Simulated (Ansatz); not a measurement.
YbSe, space group Fm-3m: a convergence test of the k-point mesh, run with the Ansatz DFT code, driven from Python.

Input file `ybse.xyz`:
```text
2
Lattice="0.0 2.9335 2.9335 2.9335 0.0 2.9335 2.9335 2.9335 0.0" Properties=species:S:1:pos:R:3 pbc="T T T"
Yb    0.00000000    0.00000000    0.00000000
Se    2.93350000    2.93350000    2.93350000
```

`kconv_ybse.py`:
```python
# -*- coding: utf-8 -*-
"""Convergence of YbSe with the k-point mesh."""

import csv

import ansatz as az

xtal = az.Crystal.from_extxyz("ybse.xyz")

calc = (
    xtal.calculation()
    .functional("lda")
    .pseudopotentials("paw")
    .basis(14 * az.Ha)
    .accuracy("medium")
    .occupations("cold", width=0.15)
    .mixing("broyden", preconditioner="resta")
    .scf(max_iterations=60)
    .forces()
    .stress()
)

rows = []
for value in [(2, 2, 2), (3, 3, 3), (4, 4, 4), (5, 5, 5), (7, 7, 7), (8, 8, 8)]:
    r = calc.kpoints(*value).run(threads=1, backend="cpu").report
    rows.append((value, r["free_energy_ev"] / len(r["lattice"]["sites"]), r["n_iterations"], sum(r["stress_gpa"][i][i] for i in range(3)) / 3, max(abs(f) for row in r["forces_ev_ang"] for f in row), r["n_kpoints"]))

with open("kconv.csv", "w", newline="") as handle:
    writer = csv.writer(handle)
    writer.writerow(["mesh", "F/atom (eV)", "iterations", "P (GPa)", "max force (eV/A)", "k-points"])
    writer.writerows([round(v, 5) if isinstance(v, float) else v for v in row] for row in rows)

# the last row is the reference
for row in rows[:-1]:
    shift = 1000 * (row[1] - rows[-1][1])
    print(f"{row[0]}: {shift:+.2f} meV/atom" + ("  (within 1 meV)" if abs(shift) < 1 else ""))
```

From which mesh on is the energy per atom within 1 meV of the last row, and how does it get there?

From 7×7×7 on it stays within 1 meV an atom of the value at 8×8×8; the first row (2×2×2) is off by 416.7 meV and the last but one by 0.17 meV. That rests on few rows after larger swings, so the series isn't shown to be converged. The pressure moves from -5.06 to -6.44 GPa.

The output:

```console
$ python kconv_ybse.py
DeckWarning: basis.ecutwfc = 380.959407443832 eV is below the records' recommended 420 eV, and the density's cutoff is lower with it unless basis.ecutrho_ratio is high enough to keep the records' density cutoff: compare with a run at a higher cutoff
(2, 2, 2): +416.74 meV/atom
(3, 3, 3): +55.56 meV/atom
(4, 4, 4): +6.29 meV/atom
(5, 5, 5): +2.12 meV/atom
(7, 7, 7): -0.17 meV/atom  (within 1 meV)
```
(Warnings from the package without file and line.)

`kconv.csv`, as written:
```csv
mesh,F/atom (eV),iterations,P (GPa),max force (eV/A),k-points
"(2, 2, 2)",-9473.47942,24,-5.05725,0.0,3
"(3, 3, 3)",-9473.84061,57,-6.25061,0.0,4
"(4, 4, 4)",-9473.88987,11,-6.56068,0.0,8
"(5, 5, 5)",-9473.89404,15,-6.57393,0.0,10
"(7, 7, 7)",-9473.89633,12,-6.44,0.0,20
"(8, 8, 8)",-9473.89616,12,-6.44058,0.0,29
```

The cutoff lies under the one recommended for these potentials. Semilocal functionals put the nearly full 4f shell of Yb too close to the Fermi level. Under the recommended cutoff a pressure can be off by several GPa, even in sign. Forces vanish by symmetry here and test nothing. Pressure is positive in compression. The structure is a deposited one; some such entries were measured under pressure or heat, so a shift against it needn't be the functional's error alone. Shifts are counted from the finest mesh, which is itself no proven limit.

(A comment or docstring line of the script was reworded after the run, the code is as it ran; lines on the test bed's own set-up are left out of the output.)
